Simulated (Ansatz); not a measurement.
Runs of Ansatz 0.2.0 on Ge3Pd. The structure is cubic, space group Pm-3m (No. 221). Conventional cell: a = 4.142 Å, b = 4.142 Å, c = 4.142 Å, α = 90.00°, β = 90.00°, γ = 90.00°. Around Pd (site symmetry m-3m) lie 12 Ge at 2.93 Å. Ge (site symmetry 4/mmm) is surrounded by 4 Pd at 2.93 Å and 8 Ge at 2.93 Å. The cell comes from a database or a generator and needn't be the stable form of this composition.

```csv
level,U,hubbard projectors,double counting,gap on the mesh (eV),pressure (GPa)
PBEsol,-,-,-,none,(b)
PBEsol+U,Pd d U = 5 eV,ortho-atomic (the default),fll (the default),none,-3.7
PBEsol+U,Pd d U = 3 eV,ortho-atomic (the default),fll (the default),none,(a)
PBEsol+U,Pd d U = 2 eV,ortho-atomic (the default),fll (the default),none,-4.4
PBEsol+U,Pd d U = 8 eV,ortho-atomic (the default),fll (the default),none,-2.7
PBEsol+U,Pd d U = 6 eV,ortho-atomic (the default),fll (the default),none,-3.4
PBEsol+U,Pd d U = 1 eV,ortho-atomic (the default),fll (the default),none,(c)
PBEsol+U,Pd d U = 4 eV,ortho-atomic (the default),fll (the default),none,-3.9
```

Alike in all rows: task band structure; potentials or basis Ansatz PAW; no spin polarisation; cell as given; k mesh 7 × 7 × 7; cutoff (eV) 420; smearing fermi-dirac 0.05 eV.

**Question.** Estimate the missing entries.

**Answer.** (a) -4.2; (b) -4.7; (c) -4.6.

Caveats: the PAW data sets come from PBE, with cores solved anew for the run's functional, which leaves a small shift of forces and pressure; U without spin polarisation on a metal has little footing (some runs); the U is typed as a test and isn't derived for this compound (some runs).

A k mesh can miss the band edges, and the runs leave out spin-orbit coupling on Ge, Pd.

A gap of «none» marks a metal or a gap under the smearing width.
